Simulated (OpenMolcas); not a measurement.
# Mo²⁺ among point charges: CASSCF and CASPT2 levels and susceptibility, part 2 of 2

How does a field of 4 point charges split the states of Mo²⁺, and what χT follows?

OpenMolcas 26.06; ANO-RCC-VDZP, DKH2, active space 4 electrons in 5 orbitals (4d), orbitals: per spin and parity. Surroundings: 4 point charges of -1 e arranged as a tetrahedron (Td), 2.12 Å from the ion. The steps go on from the part before.

**7. CASPT2: IPEA 0.25, imaginary shift 0.1 (closed shells correlated: 4s 4p)**

a.inp reads:

```
>>> COPY JOB001 $Project.JobIph
&CASPT2
Multistate=5 1 2 3 4 5
NoMult
Frozen=14
IPEA=0.25
Imaginary=0.1
MaxIter=60
WThr=0.0 0.3 0.05
PrWF=0.5
NoMix
>>> COPY JOB002 $Project.JobIph
&CASPT2
Multistate=45 1 2 3 4 5 6 7 8 9 10 11 12 13 14 15 16 17 18 19 20 21 22
23 24 25 26 27 28 29 30 31 32 33 34 35 36 37 38 39 40 41 42 43 44 45
NoMult
Frozen=14
IPEA=0.25
Imaginary=0.1
MaxIter=60
WThr=0.0 0.3 0.05
PrWF=0.5
NoMix
>>> COPY JOB003 $Project.JobIph
&CASPT2
Multistate=50 1 2 3 4 5 6 7 8 9 10 11 12 13 14 15 16 17 18 19 20 21 22
23 24 25 26 27 28 29 30 31 32 33 34 35 36 37 38 39 40 41 42 43 44 45 46
47 48 49 50
NoMult
Frozen=14
IPEA=0.25
Imaginary=0.1
MaxIter=60
WThr=0.0 0.3 0.05
PrWF=0.5
NoMix
```

The program printed:

```text
Orbital specifications:
      -----------------------

      Symmetry species                           1
                                                 a
      Frozen orbitals                           14
      Inactive orbitals                          4
      Active orbitals                            5
      Secondary orbitals                        20
      Deleted orbitals                           0
      Number of basis functions                 43
Type of calculation                        SS-CASPT2
      Fock operator                              state-specific
      IPEA shift                                 0.25
      Real shift                                 0.00
      Imaginary shift                            0.10
      The input orbitals will be transformed to quasi-canonical
Reference energy:       -4046.9216596233
      E2 (Non-variational):      -0.2392859697
      Shift correction:          -0.0001751709
      E2 (Variational):          -0.2394611406
      Total energy:           -4047.1611207639
      Residual norm:              0.0000003946
      Reference weight:           0.94345
      Contributions to the CASPT2 correlation energy
      Active & Virtual Only:         -0.0349401308
      One Inactive Excited:          -0.1123386300
      Two Inactive Excited:          -0.0920072090
Reference energy:       -4046.9216596233
      E2 (Non-variational):      -0.2392303549
      Shift correction:          -0.0001748800
      E2 (Variational):          -0.2394052349
      Total energy:           -4047.1610648581
      Residual norm:              0.0000003879
      Reference weight:           0.94348
      Contributions to the CASPT2 correlation energy
      Active & Virtual Only:         -0.0349173415
      One Inactive Excited:          -0.1123050495
      Two Inactive Excited:          -0.0920079639
::    CASPT2 Root  1     Total energy:  -4047.16112076
::    CASPT2 Root  2     Total energy:  -4047.16106486
::    CASPT2 Root  3     Total energy:  -4047.16111079
::    CASPT2 Root  4     Total energy:  -4047.14808620
::    CASPT2 Root  5     Total energy:  -4047.14812036
Orbital specifications:
      -----------------------

      Symmetry species                           1
                                                 a
      Frozen orbitals                           14
      Inactive orbitals                          4
      Active orbitals                            5
      Secondary orbitals                        20
      Deleted orbitals                           0
      Number of basis functions                 43
Type of calculation                        SS-CASPT2
      Fock operator                              state-specific
      IPEA shift                                 0.25
      Real shift                                 0.00
      Imaginary shift                            0.10
      The input orbitals will be transformed to quasi-canonical
Reference energy:       -4046.8613186926
      E2 (Non-variational):      -0.2412832864
      Shift correction:          -0.0002108063
      E2 (Variational):          -0.2414940927
      Total energy:           -4047.1028127853
      Residual norm:              0.0000005657
      Reference weight:           0.94241
      Contributions to the CASPT2 correlation energy
      Active & Virtual Only:         -0.0365841989
      One Inactive Excited:          -0.1127122669
      Two Inactive Excited:          -0.0919868206
Reference energy:       -4046.8613186926
      E2 (Non-variational):      -0.2418406754
      Shift correction:          -0.0002279045
      E2 (Variational):          -0.2420685800
      Total energy:           -4047.1033872726
      Residual norm:              0.0000006668
      Reference weight:           0.94180
      Contributions to the CASPT2 correlation energy
      Active & Virtual Only:         -0.0369235927
      One Inactive Excited:          -0.1128502756
      Two Inactive Excited:          -0.0920668071
::    CASPT2 Root  1     Total energy:  -4047.10281279
::    CASPT2 Root  2     Total energy:  -4047.10338727
::    CASPT2 Root  3     Total energy:  -4047.10337537
::    CASPT2 Root  4     Total energy:  -4047.10002006
::    CASPT2 Root  5     Total energy:  -4047.09985905
::    CASPT2 Root  6     Total energy:  -4047.09976869
::    CASPT2 Root  7     Total energy:  -4047.09667417
::    CASPT2 Root  8     Total energy:  -4047.09668751
::    CASPT2 Root  9     Total energy:  -4047.09510791
::    CASPT2 Root 10     Total energy:  -4047.09131397
::    CASPT2 Root 11     Total energy:  -4047.09162601
::    CASPT2 Root 12     Total energy:  -4047.09153627
::    CASPT2 Root 13     Total energy:  -4047.09155482
::    CASPT2 Root 14     Total energy:  -4047.09161092
::    CASPT2 Root 15     Total energy:  -4047.09350621
::    CASPT2 Root 16     Total energy:  -4047.09403844
::    CASPT2 Root 17     Total energy:  -4047.09409174
::    CASPT2 Root 18     Total energy:  -4047.08419110
::    CASPT2 Root 19     Total energy:  -4047.08424965
::    CASPT2 Root 20     Total energy:  -4047.08417136
::    CASPT2 Root 21     Total energy:  -4047.08566827
::    CASPT2 Root 22     Total energy:  -4047.08552055
::    CASPT2 Root 23     Total energy:  -4047.08553943
::    CASPT2 Root 24     Total energy:  -4047.08447060
::    CASPT2 Root 25     Total energy:  -4047.08034150
::    CASPT2 Root 26     Total energy:  -4047.08067191
::    CASPT2 Root 27     Total energy:  -4047.07461680
::    CASPT2 Root 28     Total energy:  -4047.07186884
::    CASPT2 Root 29     Total energy:  -4047.07187978
::    CASPT2 Root 30     Total energy:  -4047.07162570
Orbital specifications:
      -----------------------

      Symmetry species                           1
                                                 a
      Frozen orbitals                           14
      Inactive orbitals                          4
      Active orbitals                            5
      Secondary orbitals                        20
      Deleted orbitals                           0
      Number of basis functions                 43
Type of calculation                        SS-CASPT2
      Fock operator                              state-specific
      IPEA shift                                 0.25
      Real shift                                 0.00
      Imaginary shift                            0.10
      The input orbitals will be transformed to quasi-canonical
Reference energy:       -4046.8389781318
      E2 (Non-variational):      -0.2409582735
      Shift correction:          -0.0001608439
      E2 (Variational):          -0.2411191173
      Total energy:           -4047.0800972491
      Residual norm:              0.0000000921
      Reference weight:           0.94460
      Contributions to the CASPT2 correlation energy
      Active & Virtual Only:         -0.0362319629
      One Inactive Excited:          -0.1128374861
      Two Inactive Excited:          -0.0918888244
Reference energy:       -4046.8307812688
      E2 (Non-variational):      -0.2429129048
      Shift correction:          -0.0001795608
      E2 (Variational):          -0.2430924657
      Total energy:           -4047.0738737345
      Residual norm:              0.0000002097
      Reference weight:           0.94295
      Contributions to the CASPT2 correlation energy
      Active & Virtual Only:         -0.0350789410
      One Inactive Excited:          -0.1172698962
      Two Inactive Excited:          -0.0905640676
::    CASPT2 Root  1     Total energy:  -4047.08009725
::    CASPT2 Root  2     Total energy:  -4047.07387373
::    CASPT2 Root  3     Total energy:  -4047.07415475
::    CASPT2 Root  4     Total energy:  -4047.07393424
::    CASPT2 Root  5     Total energy:  -4047.06853626
::    CASPT2 Root  6     Total energy:  -4047.06850660
::    CASPT2 Root  7     Total energy:  -4047.06881958
::    CASPT2 Root  8     Total energy:  -4047.06618999
::    CASPT2 Root  9     Total energy:  -4047.06639685
::    CASPT2 Root 10     Total energy:  -4047.06512057
::    CASPT2 Root 11     Total energy:  -4047.06035132
::    CASPT2 Root 12     Total energy:  -4047.06031473
::    CASPT2 Root 13     Total energy:  -4047.06026754
::    CASPT2 Root 14     Total energy:  -4047.05979555
::    CASPT2 Root 15     Total energy:  -4047.06215908
::    CASPT2 Root 16     Total energy:  -4047.06211119
::    CASPT2 Root 17     Total energy:  -4047.06227136
::    CASPT2 Root 18     Total energy:  -4047.05392951
::    CASPT2 Root 19     Total energy:  -4047.05391684
::    CASPT2 Root 20     Total energy:  -4047.05337710
::    CASPT2 Root 21     Total energy:  -4047.05305633
::    CASPT2 Root 22     Total energy:  -4047.05338137
::    CASPT2 Root 23     Total energy:  -4047.05361791
::    CASPT2 Root 24     Total energy:  -4047.05388619
::    CASPT2 Root 25     Total energy:  -4047.05367069
::    CASPT2 Root 26     Total energy:  -4047.04929636
::    CASPT2 Root 27     Total energy:  -4047.03944684
::    CASPT2 Root 28     Total energy:  -4047.03992587
::    CASPT2 Root 29     Total energy:  -4047.03214600
::    CASPT2 Root 30     Total energy:  -4047.02778920
```

Time for this run: 10 s (1 thread of Arm Neoverse V1, shared host).

SS-CASPT2: lowest energy less the reference's lowest, -0.2394 hartree; reference weights 0.916 to 0.945.

Spin-free states, with their symmetry labels:

```tsv
state	degeneracy	E (cm-1)	free-ion L (%)
5T2	3	0	D (100)
5E	2	2852	D (100)
3T1	3	12709	H (70)
3T2	3	13435	H (85)
3T1	3	14253	H (69)
3T1	3	14753	P (65)
3T2	3	15260	G (64)
3E	2	15282	H (88)
3T2	3	16575	F (63)
3A2	1	16818	F (100)
3T1	3	16876	F (39)
3E	2	17688	G (87)
1A1	1	17778	I (52)
3A1	1	18981	G (100)
1T1	3	19119	I (70)
3T1	3	19601	G (58)
3T2	3	20260	D (96)
1T2	3	20297	I (96)
1E	2	20807	G (60)
1A1	1	21065	I (46)
1T1	3	21710	G (70)
3E	2	22054	D (97)
1T2	3	22120	I (83)
1A2	1	22233	I (98)
```

With spin-orbit coupling:

| E (cm-1) | Degeneracy | Label | 2S+1 |
| --- | --- | --- | --- |
| 0 | 1 | A1 | 5 |
| 150 | 3 | T1 | 5 |
| 300 | 3 | T2 | 5 |
| 700 | 2 | E | 5 |
| 800 | 3 | T1 | 5 |
| 1130 | 3 | T2 | 5 |
| 3530 | 1 | A2 | 5 |
| 3580 | 3 | T2 | 5 |
| 3620 | 2 | E | 5 |
| 3650 | 3 | T1 | 5 |
| 3680 | 1 | A1 | 5 |
| 12200 | 1 | A1 | 3 |
| 13060 | 3 | T1 | 3 |
| 13190 | 2 | E | 3 |
| 13460 | 3 | T2 | 3 |
| 13790 | 3 | T1 | 3 |
| 14100 | 1 | A2 | 3 |
| 14150 | 3 | T2 | 3 |
| 14200 | 2 | E | 3 |
| 14340 | 1 | A1 | 3 |
| 14600 | 3 | T1 | 3 |
| 14620 | 3 | T2 | 3 |
| 14670 | 2 | E | 3 |
| 15040 | 3 | T1 | 3 |

Powder χT (cm³ K/mol): 0.02 at 2 K, 0.06 at 5 K, 0.11 at 10 K, 0.23 at 20 K, 0.56 at 50 K, 0.99 at 100 K, 1.23 at 150 K, 1.40 at 200 K, 1.53 at 250 K, 1.65 at 300 K.

**8. The methods side by side**

A. CASSCF
B. SS-CASPT2, IPEA 0.25, imaginary shift 0.1 (closed shells correlated: 4s 4p)

```tsv
method	ground state	first state of that spin (cm-1)	first gap with spin-orbit (cm-1)	χT at 300 K
A	5T2	5E 2500	150.5	1.62
B	5T2	5E 2852	150.1	1.65
```

**9. What came out**

The summary covers parts 1 to 2.

| quantity | value |
| --- | --- |
| method | SS-CASPT2, IPEA 0.25, imaginary shift 0.1 (closed shells correlated: 4s 4p) |
| spin-free ground state | 5T2, 3-fold in its orbital part |
| first state of the same spin within the active space | 5E at 2850 cm⁻¹ |
| lowest level | 1-fold A1 |
| next level | 150.1 cm⁻¹ |
| χT at 300 K | 1.65 cm³ K/mol |
| effective moment at 300 K | 3.63 μB |

Cost by method:

```tsv
method	time of its own steps	time with the reference
A. CASSCF	26 s	26 s
B. SS-CASPT2, IPEA 0.25, imaginary shift 0.1, +4s 4p	10 s	36 s
```

Times are of one thread on a shared host.

**Reading.** The spin-free ground state (5T2) comes to 100 % from free-ion D terms and keeps the highest spin of the shell. χT at 300 K is 1.65, against 3.01 cm³ K/mol for the spin alone, so spin-orbit coupling lowers it. An active space of the d shell alone favours high spin; real ions in strong fields can be low spin. CASPT2 does not keep the components of a term degenerate, and the means are used. The field of point charges can differ much from that of real complexes. This is an electrostatic model: the charges have no orbitals.
